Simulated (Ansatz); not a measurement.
# Ta3AsAu2O13 (P-6) in Ansatz: band structure with r2SCAN

Aim: the band structure of Ta3AsAu2O13 with r2SCAN.

Program: Ansatz 0.2.0. These are calculated values, not measurements. Logs are shortened: lines on timing, memory, paths and dates and some standing lists are left out, and cuts for length are marked.

## (1) The crystal as given

Symmetry: P-6, No. 174, hexagonal system. The conventional cell has a = 5.452 Å, b = 5.452 Å, c = 9.579 Å, α = 90.00°, β = 90.00°, γ = 120.00°. Around Ta (site symmetry 3) lie 4 O at 1.86 to 2.04 Å. Ta (site symmetry -6) is surrounded by 6 O at 2.05 Å. As (site symmetry -6) is surrounded by 6 O at 1.91 Å. Au (site symmetry 3) has 6 O at 2.15 to 2.34 Å as nearest neighbours. O (site symmetry -6) has 2 Ta at 1.86 Å as nearest neighbours. O (site symmetry 1) is surrounded by 1 As at 1.91 Å and 1 Ta at 2.14 Å and 1 Au at 2.15 Å. Around O (site symmetry 1) lie 2 Ta at 2.04 to 2.05 Å and 1 Au at 2.34 Å.

The cell was built by a generator and needn't be a form met in nature.

## (2) Band structure, r2SCAN

input.yaml

```yaml
crystal:
  lattice:
    - [5.45204, 0.0, 0.0]
    - [-2.72602, 4.72161, 0.0]
    - [0.0, 0.0, 9.57902]
  atoms:
    - { symbol: Ta, position: [0.0, 0.0, 0.19408] }
    - { symbol: Ta, position: [0.0, 0.0, 0.80592] }
    - { symbol: Ta, position: [0.66667, 0.33333, 0.0] }
    - { symbol: As, position: [0.0, 0.0, 0.5] }
    - { symbol: Au, position: [0.33333, 0.66667, 0.27428] }
    - { symbol: Au, position: [0.33333, 0.66667, 0.72572] }
    - { symbol: O, position: [0.0, 0.0, 0.0] }
    - { symbol: O, position: [0.23947, 0.97129, 0.36402] }
    - { symbol: O, position: [0.02871, 0.26818, 0.36402] }
    - { symbol: O, position: [0.73182, 0.76053, 0.36402] }
    - { symbol: O, position: [0.23947, 0.97129, 0.63598] }
    - { symbol: O, position: [0.02871, 0.26818, 0.63598] }
    - { symbol: O, position: [0.73182, 0.76053, 0.63598] }
    - { symbol: O, position: [0.38452, 0.33425, 0.85844] }
    - { symbol: O, position: [0.66575, 0.05026, 0.85844] }
    - { symbol: O, position: [0.94974, 0.61548, 0.85844] }
    - { symbol: O, position: [0.38452, 0.33425, 0.14156] }
    - { symbol: O, position: [0.66575, 0.05026, 0.14156] }
    - { symbol: O, position: [0.94974, 0.61548, 0.14156] }
hamiltonian:
  xc: r2scan
  pseudopotentials: { kind: paw }
kpoints:
  mp_grid: { grid: [6, 6, 3] }
  band_path:
    path:
      - [[0.0, 0.0, 0.0], [0.5, 0.0, 0.0], [0.3333333333, 0.3333333333, 0.0], [0.0, 0.0, 0.0], [0.0, 0.0, 0.5], [0.5, 0.0, 0.5], [0.3333333333, 0.3333333333, 0.5], [0.0, 0.0, 0.5]]
      - [[0.5, 0.0, 0.5], [0.5, 0.0, 0.0]]
      - [[0.3333333333, 0.3333333333, 0.0], [0.3333333333, 0.3333333333, 0.5]]
    npoints: 10
scf:
  occupations: { method: fermi_dirac, width: 0.05 }
  n_extra_bands: 47
output:
  forces: true
  stress: true
  eigenvalues: true
  fatbands: false
```

Potentials or basis: Ansatz PAW.

Started as:

```console
$ ansatz run input.yaml --threads 8 --pin off --max-ram 20480MiB --backend cpu --events-out ev --progress --plain --runs-dir out
```

What it wrote:

```text
Warning: the atoms were moved onto the symmetric positions of the space group found under crystal.symmetry.tolerance 1.0e-5 (fractional; no operation is sought that the atoms, as they stand in a round, miss by more than twice it, and no atom is moved by as much as it), and the run uses the moved positions. Before a round's move an operation carried an atom to 6.89e-5 Å from where it should land, the largest such distance. Atom 2 (counting from 0) moved farthest, by 3.15e-5 Å; the longest move in fractions of the cell, of whichever atom, is 0.47 of the tolerance, in 1 round. To run the atoms as typed, lower crystal.symmetry.tolerance until the operations that they miss are no longer found, or set crystal.symmetry.detect: false (a key that needs symmetry detection or time reversal refuses this as the deck is read). The positions used, in the order of the run's atom list: position: [-2.818491544076844e-17, 1.1686513573267582e-17, 0.19408]; position: [-2.818491544076844e-17, 1.1686513573267582e-17, 0.80592]; position: [0.6666666666666666, 0.33333333333333337, 0.0]; position: [-2.818491544076844e-17, 1.1686513573267582e-17, 0.5]; position: [0.3333333333333333, 0.6666666666666666, 0.27428]; position: [0.3333333333333333, 0.6666666666666666, 0.72572]; position: [-2.818491544076844e-17, 1.1686513573267582e-17, 0.0]; position: [0.23946999999999993, 0.97129, 0.36402]; position: [0.02870999999999998, 0.26818, 0.36402]; position: [0.73182, 0.76053, 0.36402]; position: [0.23946999999999993, 0.97129, 0.63598]; position: [0.02870999999999998, 0.26818, 0.63598]; position: [0.73182, 0.76053, 0.63598]; position: [0.3845166666666666, 0.33425333333333335, 0.85844]; position: [0.6657466666666667, 0.05026333333333335, 0.85844]; position: [0.9497366666666667, 0.6154833333333334, 0.85844]; position: [0.3845166666666666, 0.33425333333333335, 0.14156]; position: [0.6657466666666667, 0.05026333333333335, 0.14156]; position: [0.9497366666666667, 0.6154833333333334, 0.14156]; The lattice was moved too: crystal.lattice keeps the space group found at crystal.symmetry.tolerance 1.0e-5 only nearly: the operation that it misses by the most changes a squared length by the fraction 1.78e-6. The run uses the lattice that is a stretch of the typed one, with no rotation, onto the one that keeps every operation to a double's rounding (on a very oblique basis the stretch itself rounds by more); the deck's lattice vector that moved farthest moved by 2.80e-6 Å. To run the lattice as typed, set crystal.symmetry.tolerance under 1.78e-6, the least fraction by which an operation that the lattice misses changes a squared length (the same key also sets how far an atom may lie from its image, so lowering it can lose operations that the atoms keep only within it), or set crystal.symmetry.detect: false, as for the atoms. crystal.lattice made exact, in Å and degrees: [[5.4520428045091505, 0.0, 0.0], [-2.7260214022545752, 4.72160757122508, 0.0], [0.0, 0.0, 9.57902]]. Pasted over the deck's crystal.lattice, beside positions in fractional coordinates, it runs the same cell (given as lengths and angles, that cell in the form's own orientation, a rigid turn of the misfit's size from the one run here, for which a checkpoint.post_process_only pass over this run's state can be refused: where this run relaxes nothing, give such a pass this deck's own crystal.lattice, as typed; behind a relaxation, as crystal.lattice, the state's own cell, identity.cell in its checkpoint.json), and a matrix so pasted ends this notice, except on a very skew basis of the lattice, where the rounding of the pasted numbers themselves can read as a misfit: the cell is then moved again, and that move is told again. The lattice as run is in this notice's lattice.as_run_ang field (Run.prep()["deck_notices"] in Python, the deck_notice line of an events file, deck_notices of ansatz run --dry-run=json, or deck_notices in record.json in the deck's checkpoint.write directory).
Warning: RAYON_NUM_THREADS=8 ignored (pool sized by the plan → 8); use --threads N
scf.n_extra_bands = 47 over 85 filled bands (N_el = 170.0): the run solves 132 bands
Engine: ansatz 0.2.0, x86_64-unknown-linux-gnu
Pseudopotentials: kind: paw
Pseudopotential: Ta, paw, valence charge 13, recommended cutoff 500 eV (meta_gga), Ta.paw.azcp
Pseudopotential: As, paw, valence charge 15, recommended cutoff 500 eV (meta_gga), As.paw.azcp
Pseudopotential: Au, paw, valence charge 19, recommended cutoff 500 eV (meta_gga), Au.paw.azcp
Pseudopotential: O, paw, valence charge 6, recommended cutoff 500 eV (meta_gga), O.paw.azcp
Functional definition: r2SCAN
  parameter k0 = 0.174
  parameter k1 = 0.065
  parameter a1 = 4.9479
[... 61 lines left out ...]
  E_core_change = -4.494128  (= ΣΔE_core)
  E_smearing   = -0.134748  (= −TS)
  E_closure    = 0.000000  (closes the sum)
  Σ components = -68410.858183   (vs F -68410.858183, Δ=0.00e0)
--- Forces (eV/Å), atoms counted from 1 ---
  atom   1  Ta    -0.00000000     0.00000000     0.01157206
  atom   2  Ta    -0.00000000     0.00000000    -0.01157206
  atom   3  Ta     0.00000000     0.00000000     0.00000000
  atom   4  As     0.00000000     0.00000000     0.00000000
  atom   5  Au    -0.00000000     0.00000000     0.02701226
  atom   6  Au    -0.00000000     0.00000000    -0.02701226
[... 11 lines left out ...]
  atom  18  O      0.12272878     0.01120276    -0.03745585
  atom  19  O     -0.07106626     0.10068486    -0.03745585
  max |Σ_I F_I| component: 6.94e-17 eV/Å
--- Stress (GPa, compression-positive) ---
       -5.514399      -0.000000       0.000000
        0.000000      -5.514399       0.000000
        0.000000       0.000000      -6.982658
  P = ⅓ Tr σ = -6.0038 GPa (-60.038 kbar)
--- Band table (eV; the first three rows and the last of 16) ---
  k-point 0: bands = ["-98.7617", "-98.7617", "-62.2233", "-61.6429", "-61.6422", "-49.6769", "-49.6769", "-49.6769", "-49.6769", "-49.4573", "-49.4572", "-29.3060", "-29.3060", "-29.2962", "-29.2962", "-29.2680", "-28.0246", "-28.0246", "-27.8627", "-27.6355", "-27.5160", "-27.5011", "-27.5011", "-27.5002", "-27.5002", "-12.6067", "-11.4167", "-10.9148", "-10.3808", "-10.3808", "-9.9372", "-9.8945", "-9.8842", "-9.8842", "-9.7351", "-9.7351", "-9.7014", "-9.7014", "-2.0288", "0.9649", "2.1009", "2.1009", "2.6099", "2.6099", "2.8337", "2.8706", "2.8773", "2.8773", "3.3328", "3.3992", "3.3992", "3.4036", "3.4036", "3.7813", "3.7813", "3.9802", "3.9802", "4.2304", "4.3856", "4.5709", "4.5709", "4.6803", "5.1049", "5.1049", "5.1921", "5.5407", "5.6557", "6.0251", "6.0251", "6.2708", "6.2708", "6.4859", "6.6983", "6.6983", "6.7905", "6.9881", "6.9881", "7.1546", "7.3087", "7.5029", "7.5029", "7.5561", "7.5561", "8.8446", "8.8446", "9.0249", "9.0249", "10.2391", "11.5455", "11.5455", "12.3414", "12.3487", "12.3487", "13.5049", "13.6113", "13.6113", "13.6410", "14.2976", "15.0819", "15.0819", "15.3159", "15.3159", "15.7532", "15.7532", "15.8215", "16.1673", "16.1673", "16.5793", "18.0081", "19.4665", "19.9318", "20.2241", "20.2241", "20.5285", "20.7692", "20.7692", "21.0267", "21.1200", "21.5364", "21.5364", "22.3172", "23.1089", "23.3015", "23.4555", "23.4555", "23.7332", "23.7332", "24.7516", "24.7516", "25.1175", "25.7016", "25.9323"]
  k-point 1: bands = ["-98.7617", "-98.7617", "-62.2233", "-61.6428", "-61.6422", "-49.6769", "-49.6769", "-49.6769", "-49.6769", "-49.4573", "-49.4572", "-29.3060", "-29.3060", "-29.2962", "-29.2962", "-29.2678", "-28.0246", "-28.0246", "-27.8627", "-27.6375", "-27.5141", "-27.5009", "-27.5009", "-27.5004", "-27.5004", "-12.5289", "-11.6829", "-10.6740", "-10.3802", "-10.3802", "-9.9593", "-9.9215", "-9.8709", "-9.8709", "-9.7767", "-9.7767", "-9.6739", "-9.6739", "-2.0046", "1.0289", "2.1197", "2.1197", "2.1946", "2.5624", "2.5624", "2.9542", "2.9542", "2.9651", "3.3205", "3.3205", "3.5069", "3.5069", "3.7159", "3.7159", "3.8221", "3.9996", "3.9996", "4.0855", "4.3881", "4.3881", "4.4303", "4.9813", "5.2571", "5.3540", "5.3540", "5.4629", "5.6239", "5.7494", "5.7494", "6.4027", "6.5897", "6.5897", "6.7422", "6.7422", "6.8584", "6.9200", "6.9200", "6.9956", "7.2056", "7.3378", "7.3378", "7.5998", "7.5998", "8.7985", "8.7985", "9.0736", "9.0736", "10.5343", "11.6439", "11.6439", "12.1356", "12.2435", "12.2435", "12.8884", "13.7173", "13.7173", "14.2866", "14.6352", "14.6438", "14.6438", "15.3472", "15.5366", "15.5366", "15.9046", "15.9046", "16.1664", "16.1664", "16.9035", "17.6006", "19.3951", "19.9196", "20.3567", "20.3567", "20.4673", "20.6402", "20.6402", "20.9832", "21.5061", "21.5061", "21.6296", "22.4403", "22.8008", "23.1811", "23.1811", "23.6113", "24.1591", "24.1591", "24.6307", "24.6307", "25.0043", "25.3937", "26.0259"]
  k-point 2: bands = ["-98.7617", "-98.7617", "-62.2233", "-61.6429", "-61.6422", "-49.6769", "-49.6769", "-49.6769", "-49.6769", "-49.4573", "-49.4572", "-29.3060", "-29.3060", "-29.2962", "-29.2962", "-29.2680", "-28.0249", "-28.0247", "-27.8643", "-27.6344", "-27.5169", "-27.5025", "-27.5009", "-27.5003", "-27.4979", "-12.5837", "-11.3911", "-10.8721", "-10.3990", "-10.3846", "-10.0382", "-9.9504", "-9.8832", "-9.8267", "-9.7476", "-9.7338", "-9.6968", "-9.6725", "-2.0029", "0.9741", "1.9581", "2.0378", "2.5247", "2.6273", "2.7131", "2.8388", "2.8585", "2.9571", "3.2263", "3.3059", "3.3466", "3.4399", "3.4972", "3.8838", "3.9309", "3.9468", "4.1540", "4.3468", "4.4968", "4.5498", "4.7588", "4.8416", "4.9447", "5.0827", "5.1646", "5.5250", "5.6694", "5.8451", "6.0707", "6.1065", "6.2198", "6.4342", "6.5171", "6.6603", "6.9156", "6.9312", "6.9747", "7.2084", "7.3045", "7.5034", "7.5495", "7.6298", "7.6548", "8.7178", "8.8073", "8.9525", "9.0282", "10.5245", "11.5750", "11.6799", "12.2583", "12.2754", "12.3376", "13.4289", "13.5808", "13.6591", "13.9144", "14.2143", "14.9274", "15.0165", "15.2767", "15.4085", "15.5362", "15.9486", "16.1298", "16.2647", "16.3858", "16.6691", "17.9639", "19.4347", "19.5139", "19.7378", "19.9736", "20.1948", "20.6733", "20.7093", "21.1621", "21.5220", "21.6201", "21.8643", "22.3497", "22.9718", "23.1330", "23.2938", "23.7631", "23.8767", "24.1121", "24.7438", "24.9275", "25.1393", "25.6565", "25.8049"]
  k-point 15: bands = ["-98.7617", "-98.7617", "-62.2233", "-61.6429", "-61.6422", "-49.6769", "-49.6769", "-49.6769", "-49.6768", "-49.4573", "-49.4572", "-29.3060", "-29.3060", "-29.2962", "-29.2962", "-29.2678", "-28.0267", "-28.0247", "-27.8696", "-27.6327", "-27.5167", "-27.5069", "-27.5015", "-27.4999", "-27.4909", "-12.4380", "-11.4875", "-10.4702", "-10.4662", "-10.3938", "-10.3766", "-9.9733", "-9.9527", "-9.8324", "-9.8115", "-9.7403", "-9.6929", "-9.5621", "-1.9171", "1.1740", "1.6071", "1.8164", "2.2126", "2.2724", "2.3687", "2.8070", "2.8291", "3.0525", "3.1671", "3.3343", "3.5851", "3.6014", "3.7870", "3.8230", "4.0725", "4.1003", "4.1116", "4.4212", "4.6946", "4.7342", "4.8739", "4.9304", "4.9909", "5.1995", "5.2839", "5.5557", "5.7530", "5.8913", "5.9412", "6.0452", "6.2741", "6.4310", "6.6112", "6.6380", "6.7000", "6.7786", "6.8706", "6.8736", "7.1091", "7.3214", "7.4134", "7.7045", "7.8942", "8.6488", "8.7629", "8.8701", "9.0349", "11.5252", "11.6248", "11.9131", "12.0358", "12.2210", "12.3850", "13.0927", "13.2794", "13.3003", "14.5108", "14.6549", "14.8480", "14.8548", "15.2361", "15.7094", "15.8429", "16.1019", "16.1652", "16.9305", "17.2620", "17.3738", "18.0853", "18.1632", "18.4236", "18.7877", "18.8006", "19.7342", "19.9937", "20.7590", "21.3254", "21.5831", "22.1843", "22.7223", "22.9619", "23.0318", "23.1508", "23.4460", "23.9639", "24.1994", "24.3484", "24.8834", "25.0179", "25.2140", "25.5962", "25.6929"]
```

It took 2.4 min on 8 threads of AMD EPYC, shared host; peak memory 3.6 GiB.

What came out:

```yaml
Free_energy: -68410.8582 eV
Pressure: -6.0 GPa
Largest_force: 0.303 eV/Å
Band_gap_on_the_k_mesh: none (metal or under the smearing width)
```

Forces in eV/Å, atoms in the order of the input:
```
Ta   0.000  0.000  0.012
Ta   0.000  0.000 -0.012
Ta   0.000  0.000  0.000
As   0.000  0.000  0.000
Au   0.000  0.000  0.027
Au   0.000  0.000 -0.027
O    0.000  0.000  0.000
O   -0.157 -0.228  0.122
O    0.276 -0.022  0.122
O   -0.119  0.250  0.122
O   -0.157 -0.228 -0.122
O    0.276 -0.022 -0.122
O   -0.119  0.250 -0.122
O   -0.052 -0.112  0.037
O    0.123  0.011  0.037
O   -0.071  0.101  0.037
O   -0.052 -0.112 -0.037
O    0.123  0.011 -0.037
O   -0.071  0.101 -0.037
```

Levels at the corners of the path, in eV from the Fermi level:
```tsv
point	band 82	band 83	band 84	band 85	band 86	band 87	band 88	band 89
Γ	-1.27	-1.27	0.02	0.02	0.20	0.20	1.41	2.72
M	-0.97	-0.97	-0.31	0.00	0.01	0.26	2.27	2.60
K	-1.01	-0.96	-0.24	-0.04	0.10	0.20	2.42	2.75
Γ	-1.27	-1.27	0.02	0.02	0.20	0.20	1.41	2.72
A	-1.22	-1.22	-0.04	-0.04	0.26	0.26	1.83	2.85
L	-1.15	-0.90	-0.19	-0.08	-0.05	0.26	2.61	2.69
H	-1.17	-0.93	-0.16	-0.08	0.02	0.21	2.81	2.83
A	-1.22	-1.22	-0.04	-0.04	0.26	0.26	1.83	2.85
L	-1.15	-0.90	-0.19	-0.08	-0.05	0.26	2.61	2.69
M	-0.97	-0.97	-0.31	0.00	0.01	0.26	2.27	2.60
K	-1.01	-0.96	-0.24	-0.04	0.10	0.20	2.42	2.75
H	-1.17	-0.93	-0.16	-0.08	0.02	0.21	2.81	2.83
```

Caveat: spin-orbit coupling is left out, which moves the levels of the heavy elements; the PAW data sets come from PBE, with cores solved anew for the run's functional, which leaves a small shift of forces and pressure.
